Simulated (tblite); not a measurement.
# C4H6Cl2Ge: the cost of one run

Computed with tblite 0.8.0 and PySCF 2.14.0, with density-fitted response routines of our own, on a single molecule in the gas phase. Atoms are numbered from 0 throughout.

### Step 1. The starting structure

13 atoms, charge 0, multiplicity 1; geometry from: force field or distance geometry start.

Bonds of the start (Å): C0–Ge1 1.96, Ge1–C2 1.86, C2–Cl3 1.79, C2–C4 1.31, C4–C5 1.46, C5–Cl6 1.78, C5–Ge1 1.91, C0–H7 1.12, C0–H8 1.11, C0–H9 1.11, Ge1–H10 1.55, C4–H11 1.12, C5–H12 1.15.

### Step 2. Optimising the geometry with GFN2-xTB

What the job is given:

```
{"job": {"kind": "relax", "xc": "GFN2-xTB", "basis": "xTB"}, "charge": 0, "multiplicity": 1}
C      2.032700     0.072300     0.463700
Ge     0.438600    -0.124700    -0.654100
C     -0.921300     1.115200    -0.387500
Cl    -1.061900     2.856800    -0.794500
C     -1.776600     0.305500     0.183200
C     -1.054100    -0.958900     0.196600
Cl    -1.808400    -2.290900    -0.716000
H      2.264400     1.164900     0.513600
H      1.821500    -0.328100     1.482300
H      2.888200    -0.463200    -0.001500
H      0.734600    -0.561100    -2.109000
H     -2.815300     0.517100     0.558000
H     -0.746800    -1.304300     1.247600
```

The run is started by

```
$ OMP_NUM_THREADS=1 python probes_run.py task.json out
```

This one command runs all jobs of the session in turn.

**Question.** How long does this first job take on 1 thread of Arm Neoverse N1, shared host?

About 1.2 s.
